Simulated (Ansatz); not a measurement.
# C2H6FGaO: basis-set convergence

Aim: see how fast density functionals converge with the basis set for C2H6FGaO.

Program: Ansatz 0.2.0, Gaussian basis. Level of theory: one geometry, several basis sets. These are calculated values, not measurements.

The runs, in order: PBE0-D4/def2-SVP; ωB97M-V/def2-SVP; PBE0-D4/def2-QZVPP; ωB97M-V/def2-QZVPP; the functionals' def2-TZVPP values are taken from earlier runs.

### Step 1. The geometry

The geometry comes from an earlier relaxation with PBE0-D4 in a triple-zeta def2 set; it is a stationary point, not always the lowest conformer.

SMILES `C[CH2][Ga]([OH])[F]`, 11 atoms, charge 0, spin multiplicity 1.

Atoms are counted from 1 here; the program's logs count them from 0.

Bond lengths: C1–C2 1.524 Å, C1–H6 1.093 Å, C1–H7 1.093 Å, C1–H8 1.093 Å, C2–Ga3 1.956 Å, C2–H9 1.094 Å, C2–H10 1.094 Å, Ga3–O4 1.780 Å, Ga3–F5 1.754 Å, O4–H11 0.959 Å. Angles: C2–C1–H6 111.2°, C2–C1–H7 111.9°, C2–C1–H8 111.9°, H6–C1–H7 107.1°, H6–C1–H8 107.1°, H7–C1–H8 107.3°, C1–C2–Ga3 114.8°, C1–C2–H9 111.3°, C1–C2–H10 111.3°, Ga3–C2–H9 106.6°, Ga3–C2–H10 106.6°, H9–C2–H10 105.7°, C2–Ga3–O4 129.4°, C2–Ga3–F5 120.7°, O4–Ga3–F5 110.0°, Ga3–O4–H11 114.2°.

### Step 2. PBE0-D4 in def2-SVP

Contents of in.yaml:

```yaml
crystal:
  periodic: [false, false, false]
  atoms:
    - {symbol: C, position_ang: [1.146358, 0.869134, 0.104758]}
    - {symbol: C, position_ang: [-0.212635, 0.697451, -0.562962]}
    - {symbol: Ga, position_ang: [-1.163550, -0.942104, -0.078298]}
    - {symbol: O, position_ang: [-0.668996, -2.249954, 1.022786]}
    - {symbol: F, position_ang: [-2.741897, -1.294581, -0.757578]}
    - {symbol: H, position_ang: [1.624498, 1.801680, -0.207098]}
    - {symbol: H, position_ang: [1.064509, 0.897982, 1.194145]}
    - {symbol: H, position_ang: [1.830821, 0.055870, -0.149032]}
    - {symbol: H, position_ang: [-0.881083, 1.529520, -0.322787]}
    - {symbol: H, position_ang: [-0.122050, 0.695971, -1.653208]}
    - {symbol: H, position_ang: [0.189525, -2.117969, 1.429875]}
basis:
  gaussian: {orbitals: def2-SVP}
hamiltonian: {xc: pbe0, dispersion: d4}
output: {orbitals: {seedname: orbitals}}
```

The run is started by

```bash
$ ansatz run in.yaml --threads 4 --pin off --events-out ev --progress --plain --max-ram 10444MiB
```

The program printed:

```text
Functional definition: PBE0
  name "PBE0"
  cite "Adamo & Barone, J. Chem. Phys. 110, 6158 (1999) doi:10.1063/1.478522"
  cite "Perdew, Burke & Ernzerhof, Phys. Rev. Lett. 77, 3865 (1996) doi:10.1103/PhysRevLett.77.3865"
  parent pbe
  parameter a = 0.25
  parameter kappa = 0.804
  parameter beta = 0.06672455060314922
  exchange = (1 - a)*pbe_x(kappa = kappa, mu = beta*pi^2/3) + a*exact_x
  correlation = pbe_c(beta = beta)
1178 factors; integrals over basis functions are off by at most 1.5e-3 eV
mean field evaluation 1: about -59278.2080 eV, gradient 7.6e1 eV
mean field evaluation 2: about -59261.6008 eV, gradient 1.2e2 eV
mean field evaluation 4: about -59289.4112 eV, gradient 5.0e0 eV
mean field evaluation 8: about -59289.5933 eV, gradient 4.4e-1 eV
mean field evaluation 16: about -59289.5932 eV, gradient 5.8e-5 eV
mean field -59289.59320165 eV, -2178.8523622309 hartree, gradient 9.8e-6 eV, S^2 0.000000; 0 other end points of the search recorded, 0 dependent functions left out
reference -59289.59323286 eV, -2178.8523633780 hartree; 33, 33 occupied and 85, 85 virtual orbitals, 1178 factors
Total energy: -59289.76114214 eV, -2178.8585339302 hartree
```

Run time: 1.4 s. Hardware: 4 threads of Arm Neoverse V1, shared host; peak memory 0.26 GiB.

### Step 3. ωB97M-V in def2-SVP

Edit in.yaml of step 2 so:

```diff
@@ -16,3 +16,3 @@
   gaussian: {orbitals: def2-SVP}
-hamiltonian: {xc: pbe0, dispersion: d4}
+hamiltonian: {xc: {name: wB97M-V}}
 output: {orbitals: {seedname: orbitals}}
```

Launched as before.

The program printed, shortened:

```text
Functional definition: wB97M-V
  name "wB97M-V"
  cite "Mardirossian & Head-Gordon, J. Chem. Phys. 144, 214110 (2016) doi:10.1063/1.4952647"
  cite "Becke, J. Chem. Phys. 107, 8554 (1997) doi:10.1063/1.475007"
  cite "Vydrov & Van Voorhis, J. Chem. Phys. 133, 244103 (2010) doi:10.1063/1.3521275"
  # Of w^i u^j: cxij and so on, Table III.
[...]
  gx(w, u) = 1 - cx + cx01*u + cx10*w
  gss(w, u) = css00 + css04*u^4 + css10*w + css20*w^2 + css43*w^4*u^3
  gos(w, u) = cos00 + cos10*w + (cos20 + cos21*u)*w^2 + (cos60 + cos61*u)*w^6
[...]
      + integral(e_c_pw_mod_opposite_spin*gos(b97_w_opposite, b97_u_opposite)) + vv10(b, c)
1178 factors; integrals over basis functions are off by at most 1.5e-3 eV
305 factors; integrals over basis functions are off by at most 7.7e-6 eV
[...]
mean field -59298.32924236 eV, -2179.1734058057 hartree, gradient 2.9e-5 eV, S^2 0.000000; 0 other end points of the search recorded, 0 dependent functions left out
reference -59298.32929177 eV, -2179.1734076213 hartree; 33, 33 occupied and 85, 85 virtual orbitals, 1178 factors
Total energy: -59298.32929177 eV, -2179.1734076213 hartree
```

Wall time 6 s (4 threads of Arm Neoverse V1, shared host); peak memory 0.39 GiB.

### Step 4. PBE0-D4 in def2-QZVPP

Edit in.yaml of step 3 so:

```diff
@@ -15,4 +15,4 @@
 basis:
-  gaussian: {orbitals: def2-SVP}
-hamiltonian: {xc: {name: wB97M-V}}
+  gaussian: {orbitals: "def2-QZVPP.json"}
+hamiltonian: {xc: pbe0, dispersion: d4}
 output: {orbitals: {seedname: orbitals}}
```

The command is unchanged.

The program printed:

```text
Functional definition: PBE0
  name "PBE0"
  cite "Adamo & Barone, J. Chem. Phys. 110, 6158 (1999) doi:10.1063/1.478522"
  cite "Perdew, Burke & Ernzerhof, Phys. Rev. Lett. 77, 3865 (1996) doi:10.1103/PhysRevLett.77.3865"
  parent pbe
  parameter a = 0.25
  parameter kappa = 0.804
  parameter beta = 0.06672455060314922
  exchange = (1 - a)*pbe_x(kappa = kappa, mu = beta*pi^2/3) + a*exact_x
  correlation = pbe_c(beta = beta)
1671 factors; their error is unknown
mean field evaluation 1: about -59291.1024 eV, gradient 9.2e1 eV
mean field evaluation 2: about -59267.7098 eV, gradient 1.5e2 eV
mean field evaluation 4: about -59306.0771 eV, gradient 8.0e0 eV
mean field evaluation 8: about -59306.2037 eV, gradient 2.9e-1 eV
mean field evaluation 16: about -59306.3556 eV, gradient 2.4e-4 eV
mean field -59306.35559475 eV, -2179.4683688155 hartree, gradient 3.4e-5 eV, S^2 0.000000; 0 other end points of the search recorded, 0 dependent functions left out
reference -59306.35563812 eV, -2179.4683704094 hartree; 33, 33 occupied and 464, 464 virtual orbitals, 1671 factors
Total energy: -59306.52354740 eV, -2179.4745409615 hartree
```

Wall time 9.5 s (4 threads of Arm Neoverse V1, shared host); peak memory 1.9 GiB.

### Step 5. ωB97M-V in def2-QZVPP

Edit in.yaml of step 4 so:

```diff
@@ -16,3 +16,3 @@
   gaussian: {orbitals: "def2-QZVPP.json"}
-hamiltonian: {xc: pbe0, dispersion: d4}
+hamiltonian: {xc: {name: wB97M-V}}
 output: {orbitals: {seedname: orbitals}}
```

The command is unchanged.

The program printed, shortened:

```text
Functional definition: wB97M-V
  name "wB97M-V"
  cite "Mardirossian & Head-Gordon, J. Chem. Phys. 144, 214110 (2016) doi:10.1063/1.4952647"
  cite "Becke, J. Chem. Phys. 107, 8554 (1997) doi:10.1063/1.475007"
  cite "Vydrov & Van Voorhis, J. Chem. Phys. 133, 244103 (2010) doi:10.1063/1.3521275"
  # Of w^i u^j: cxij and so on, Table III.
[...]
  gx(w, u) = 1 - cx + cx01*u + cx10*w
  gss(w, u) = css00 + css04*u^4 + css10*w + css20*w^2 + css43*w^4*u^3
  gos(w, u) = cos00 + cos10*w + (cos20 + cos21*u)*w^2 + (cos60 + cos61*u)*w^6
[...]
      + integral(e_c_pw_mod_opposite_spin*gos(b97_w_opposite, b97_u_opposite)) + vv10(b, c)
1666 factors; their error is unknown
381 factors; integrals over basis functions are off by at most 6.2e-6 eV
[...]
mean field -59315.28303922 eV, -2179.7964463486 hartree, gradient 6.4e-5 eV, S^2 0.000000; 0 other end points of the search recorded, 0 dependent functions left out
reference -59315.28310891 eV, -2179.7964489095 hartree; 33, 33 occupied and 464, 464 virtual orbitals, 1666 factors
Total energy: -59315.28310891 eV, -2179.7964489095 hartree
```

Wall time 21 s (4 threads of Arm Neoverse V1, shared host); peak memory 2.3 GiB.

### Step 6. Functionals by basis

The def2-TZVPP values come from earlier runs at the same geometry.

```
functional       basis  functions  energy (eV)  from the largest (eV)  HOMO (eV)  LUMO (eV)
   PBE0-D4    def2-SVP        118  -59289.7611                 16.762      -8.27      -0.26
   PBE0-D4  def2-TZVPP        256  -59304.9158                  1.608      -8.37      -0.47
   PBE0-D4  def2-QZVPP        497  -59306.5235                  0.000      -8.40      -0.69
   ωB97M-V    def2-SVP        118  -59298.3293                 16.954     -10.50       1.46
   ωB97M-V  def2-TZVPP        256  -59313.7317                  1.551     -10.61       1.18
   ωB97M-V  def2-QZVPP        497  -59315.2831                  0.000     -10.65       0.73
```

### Step 7. Results

```
                                       quantity           value
PBE0-D4: double and triple zeta above quadruple  16.76, 1.61 eV
ωB97M-V: double and triple zeta above quadruple  16.95, 1.55 eV
```

**Reading.** For PBE0-D4 the step from double to triple zeta gains 15.15 eV and the next only 1.61 eV. These are total energies; as a rule much of such shifts cancels in differences, which this series doesn't test. The LUMO of ωB97M-V is positive and keeps falling with the basis (1.46 to 0.73 eV): an unbound level that the basis holds in place.

For PBE0-D4 the largest set took about 7 times as long as the smallest (9.5 s against 1.4 s).
